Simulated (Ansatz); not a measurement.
# ClH3OSn: the cost of one run

Computed with Ansatz 0.2.0 through its Python package. Level of theory: CAM-B3LYP/def2-SVP.

## (1) Starting point

Bond lengths: O1–Sn2 1.966 Å, Sn2–Cl3 2.326 Å, O1–H4 1.013 Å, Sn2–H5 1.763 Å, Sn2–H6 1.760 Å. Angles: O1–Sn2–Cl3 107.2°, O1–Sn2–H5 109.8°, O1–Sn2–H6 111.0°, Cl3–Sn2–H5 109.5°, Cl3–Sn2–H6 109.8°, H5–Sn2–H6 109.4°, Sn2–O1–H4 99.4°.

No structure file is read: the coordinates are typed or built in the script.

## (2) Script

The input, clh3osn.py:

```python
# -*- coding: utf-8 -*-
'''Energy of ClH3OSn against one bond angle.'''

import ansatz as az
from ase import Atoms

atoms = Atoms(['O', 'Sn', 'Cl', 'H', 'H', 'H'], positions=[
    (-1.0937, -1.0864, -0.4597),
    (0.2996, 0.1706, 0.1265),
    (2.077, -1.0969, 0.929),
    (-1.7814, -0.4255, -0.7996),
    (0.8409, 1.1441, -1.2401),
    (-0.3004, 1.2301, 1.3978),
])

# start the scan from a relaxed geometry
first = (
    az.Crystal.molecule_from_ase(atoms).calculation()
    .basis(gaussian='def2-SVP')
    .functional('CAM-B3LYP')
    .relax(force_tolerance=0.02, max_steps=80)
)
atoms.positions = first.run(threads=1, pin='off').report['positions_ang']

rows = []
for angle in [85, 95, 105, 115, 125, 140, 160]:
    bent = atoms.copy()
    bent.set_angle(1, 0, 3, angle, indices=[3])
    job = (
        az.Crystal.molecule_from_ase(bent).calculation()
        .basis(gaussian='def2-SVP')
        .functional('CAM-B3LYP')
    )
    rows.append((angle, job.run(threads=1, pin='off').report['free_energy_ev']))
floor = min(e for _, e in rows)
for angle, e in rows:
    print(f'angle Sn1-O0-H3 = {angle:3d} deg   {1000 * (e - floor):9.1f} meV')
```

## (3) The calls as engine input

The engine receives this input (first run):

```yaml
crystal:
  periodic: [false, false, false]
  atoms:
    - { symbol: O, position_ang: [-1.0937, -1.0864, -0.4597] }
    - { symbol: Sn, position_ang: [0.2996, 0.1706, 0.1265] }
    - { symbol: Cl, position_ang: [2.077, -1.0969, 0.929] }
    - { symbol: H, position_ang: [-1.7814, -0.4255, -0.7996] }
    - { symbol: H, position_ang: [0.8409, 1.1441, -1.2401] }
    - { symbol: H, position_ang: [-0.3004, 1.2301, 1.3978] }
basis:
  gaussian:
    orbitals: def2-SVP
hamiltonian:
  xc: cam_b3lyp
relax:
  f_tol: 0.02
  max_steps: 80
```

## (4) Launch

Launch:

```console
python clh3osn.py
```

**Question.** How long does this script take on 1 thread of Arm Neoverse V1, shared host, and how much memory does it need?

About 72 s, with a peak of 0.24 GiB.
